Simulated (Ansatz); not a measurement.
# AlCl₂HSe: up Jacob's ladder to CCSD(T)

One table from this session's results is given with a row withheld; the runs are named, their logs left out.

Method: functionals in def2-TZVPP, the program's frozen cores in correlated methods; program: Ansatz 0.2.0, Gaussian basis.

Levels to be run: LDA (SPW92), PBE-D4, revPBE-D4, BLYP-D4, r2SCAN-D4, B97M-V, PBE0-D4, B3LYP-D4, r2SCANh-D4, r2SCAN0-D4, HSE06-D4, BHLYP-D4, CAM-B3LYP-D4, LC-ωPBE, ωB97X-V, ωB97M-V, B2PLYP, PBE-QIDH; CCSD(T)/def2-SVP; CCSD(T)/def2-TZVPP; CCSD(T)/def2-QZVPP; extrapolation to the limit; RPA on PBE.

### The relaxed structure

All runs share one geometry, relaxed beforehand with PBE0-D4 in a triple-zeta def2 set.

SMILES `[Cl][Al]([Cl])[SeH]`, 5 atoms, charge 0, spin multiplicity 1.

Atoms are counted from 1 here; the program's logs count them from 0.

Bond lengths: Cl1–Al2 2.080 Å, Al2–Cl3 2.078 Å, Al2–Se4 2.290 Å, Se4–H5 1.470 Å. Angles: Cl1–Al2–Cl3 119.7°, Cl1–Al2–Se4 121.6°, Cl3–Al2–Se4 118.7°, Al2–Se4–H5 90.4°.

The first run:

in.yaml

```yaml
crystal:
  periodic: [false, false, false]
  atoms:
    - {symbol: Cl, position_ang: [-1.129102, -1.388582, 1.240079]}
    - {symbol: Al, position_ang: [0.378774, -0.407396, 0.195226]}
    - {symbol: Cl, position_ang: [2.327249, -1.125361, 0.281040]}
    - {symbol: Se, position_ang: [-0.051812, 1.460302, -1.058798]}
    - {symbol: H, position_ang: [-1.475208, 1.387438, -0.698949]}
basis:
  gaussian: {orbitals: def2-TZVPP}
hamiltonian: {xc: lda}
output: {orbitals: {seedname: orbitals}}
```

The run is started by

```sh
$ ansatz run in.yaml --threads 2 --pin off --events-out ev --progress --plain --max-ram 32768MiB --backend cpu
```

Among the steps run: LDA; PBE-D4 (GGA); revPBE-D4 (GGA); BLYP-D4 (GGA); r2SCAN-D4 (meta-GGA); B97M-V (meta-GGA); PBE0-D4 (hybrid); B3LYP-D4 (hybrid); r2SCANh-D4 (hybrid); r2SCAN0-D4 (hybrid); HSE06-D4 (hybrid); BHLYP-D4 (hybrid); CAM-B3LYP-D4 (range-separated); LC-ωPBE (range-separated); ωB97X-V (range-separated); ωB97M-V (range-separated); B2PLYP (double hybrid); PBE-QIDH (double hybrid).

One table of the session follows, with a row left open; its other results are not shown here.

It belongs to the step «Orbital energies across the functionals». 

```
  functional  HOMO (eV)  gap (eV)
 LDA (SPW92)      -6.83      4.61
      PBE-D4      -6.68      4.74
   revPBE-D4      -6.62      4.82
     BLYP-D4          ?         ?
   r2SCAN-D4      -6.97      5.42
      B97M-V      -6.99      5.40
     PBE0-D4      -7.82      6.71
    B3LYP-D4      -7.56      6.20
  r2SCANh-D4      -7.39      6.10
  r2SCAN0-D4      -8.01      7.12
    HSE06-D4      -7.43      5.94
    BHLYP-D4      -8.78      8.51
CAM-B3LYP-D4      -9.07      8.91
     LC-ωPBE     -10.47     11.47
     ωB97X-V     -10.10     11.00
     ωB97M-V      -9.95     10.55
```

Estimate the missing values for BLYP-D4.

Worked estimate for «HOMO (eV)». Against the share of exact exchange, B3LYP-D4 (0.2, -7.56), BHLYP-D4 (0.5, -8.78) give a slope of -4.07 per unit share; at 0 the line stands at -6.75.

As computed: HOMO (eV): -6.48; gap (eV): 4.64. In «HOMO (eV)» the line misses by -0.27.
